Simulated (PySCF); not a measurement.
# How the numerical set-up moves the result for In2 (triplet)

Aim: see how much the energy and properties of In2 (triplet) depend on the numerical set-up.

Computed with PySCF 2.14.0. Level: each script names its method and basis.

12 further runs of the same task are left out: 12 that didn't finish.

## (1) The starting structure

In2 (triplet): 2 atoms, charge 0, spin multiplicity 3.

Bond lengths: In1–In2 2.780 Å.

## (2) The run that the others are compared with

Contents of input.py:

```python
from pyscf import gto, dft

mol = gto.M(
    atom='In 0 0 0; In 0 0 2.78',
    basis='sbkjc',
    ecp={'In': 'sbkjc'},
    charge=0,
    spin=2,
    symmetry=True,
    verbose=3,
)
mf = dft.ROKS(mol, xc='pbesol')
mf.kernel()
mf.dip_moment()
print('orbital energies (hartree):', mf.mo_energy[..., max(0, mol.nelec[1]-3):mol.nelec[0]+3].round(4))
```

Run with:

```
$ OMP_NUM_THREADS=1 python input.py
```

Its log is not repeated here.

Base result: E(SCF) = -377.851882 Eh, μ = 0.00 D.

The bond length is a typed value, not an optimised one. The triplet is typed in the script; nothing here shows that it is the ground state.

## (3) Def2-svpd

Run 1 changes basis set: sbkjc → def2-svpd. The core potential changes with it: totals don't compare.

Contents of input.py:

```python
from pyscf import gto, dft

mol = gto.M(
    atom='In 0 0 0; In 0 0 2.78',
    basis='def2-svpd',
    ecp={'In': 'def2-svpd'},
    charge=0,
    spin=2,
    symmetry=True,
    verbose=3,
)
mf = dft.ROKS(mol, xc='pbesol')
mf.kernel()
mf.dip_moment()
print('orbital energies (hartree):', mf.mo_energy[..., max(0, mol.nelec[1]-3):mol.nelec[0]+3].round(4))
```

Run with:

```
$ OMP_NUM_THREADS=1 python input.py
```

## (4) Core potential off

Run 2 changes core potential: on → off. The core potential changes with it: totals don't compare.

input.py: that of step 2 with these lines changed.

```diff
@@ -5,3 +5,2 @@
     basis='sbkjc',
-    ecp={'In': 'sbkjc'},
     charge=0,
```

Q: Predict the outcome of this session. Wanted: for each run, E(SCF); from base.

**Answer**, as computed:

```
                             run  E(SCF) (hartree)  from base (eV)  functions
                            base       -377.851882               0         62
                       def2-svpd       -379.823143  not comparable         64
core potential off (poor choice)      -2844.533596  not comparable         62
```

**Reading.** Rows marked «poor choice» come from settings spoiled on purpose.
